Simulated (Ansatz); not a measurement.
# BaTiO3: the cost of one run

All numbers are computed with Ansatz 0.2.0 through its Python package. Level of theory: DFT PBEsol+U, plane waves, PAW.

## Step 1: The system

The structure is trigonal, space group R3m (No. 160). The conventional cell has a = 5.655 Å, b = 5.655 Å, c = 6.955 Å, α = 90.00°, β = 90.00°, γ = 120.00°. Around Ba (site symmetry 3m) lie 12 O at 2.79 to 2.89 Å. Ti (site symmetry 3m) has 6 O at 1.87 to 2.14 Å as nearest neighbours. Around O (site symmetry m) lie 2 Ti at 1.87 to 2.14 Å.

The script holds or builds the structure itself.

## Step 2: The script

plus_u_batio3.py

```python
'''DFT+U scan for BaTiO3.'''

import warnings

import ansatz as az
import numpy as np
from pymatgen.core import Lattice, Structure
from pymatgen.io.ase import AseAtomsAdaptor

XC = 'pbesol'
SMEARING = 'fermi_dirac'
SIGMA = 0.05


def count_gap(report):
    # lowest empty less highest filled band, counting bands; zero where they overlap
    return max(report.get('gap_by_band_count_ev') or 0.0, 0.0)

warnings.simplefilter('ignore', az.DeckWarning)

pmg_structure = Structure(
    Lattice([[2.82736661, 1.63238087, 2.31839349], [-2.82736661, 1.63238087, 2.31839349], [0.0, -3.26476174, 2.31839349]]),
    ['Ba', 'Ti', 'O', 'O', 'O'],
    [
        [0.0, 0.0, 0.0],
        [0.4845, 0.4845, 0.4845],
        [0.5086, 0.5086, 0.0175],
        [0.0175, 0.5086, 0.5086],
        [0.5086, 0.0175, 0.5086],
    ],
)
xtal = az.Crystal.from_ase(AseAtomsAdaptor.get_atoms(pmg_structure))

setup = xtal.calculation()
setup = setup.functional(XC)
setup = setup.kpoints(6)
setup = setup.occupations(SMEARING, width=SIGMA)
setup = setup.band_table()
rows = []
for u in [0.0, 1.5, 3.0, 4.5, 6.0]:
    report = setup.hubbard('Ti', 'd', u_eff=u).run().report
    shell = report['hubbard']['n_scf']
    rows.append((u, count_gap(report), sum(shell) / len(shell), report['n_iterations']))
print('      U_eff eV  gap by band count eV  Ti d occupation (projector)      iterations')
for row in rows:
    print(f'{str(row[0]):>14s}  {row[1]:20.3f}  {row[2]:27.4f}  {row[3]:14d}')
print('eigenvalues of the first occupation matrix at the last U, by spin:')
for channel in report['hubbard']['n_eig'][0]:
    print('  ', ' '.join(f'{n:.3f}' for n in channel))
```

## Step 3: The input behind the calls

The package turns the script's settings into the engine's input (first run):

```yaml
crystal:
  lattice:
    - [2.82736661, 1.63238087, 2.31839349]
    - [-2.82736661, 1.63238087, 2.31839349]
    - [0.0, -3.26476174, 2.31839349]
  atoms:
    - { symbol: Ba, position: [0.0, 0.0, 0.0] }
    - { symbol: Ti, position: [0.4845, 0.4845, 0.4845] }
    - { symbol: O, position: [0.5086, 0.5086, 0.017499999999999946] }
    - { symbol: O, position: [0.017500000000000036, 0.5086, 0.5086] }
    - { symbol: O, position: [0.5086, 0.017499999999999974, 0.5086] }
kpoints:
  mp_grid:
    grid: [6, 6, 6]
hamiltonian:
  xc: pbesol
  hubbard:
    - { species: Ti, l: d, u_eff: 0.0 }
scf:
  occupations:
    method: fermi_dirac
    width: 0.05
output:
  eigenvalues: true
```

## Step 4: The run

Launch:

```sh
$ python plus_u_batio3.py
```

Q: Estimate wall time and peak memory on 1 thread of Arm Neoverse V1, shared host.

About 43 s, with a peak of 0.51 GiB.
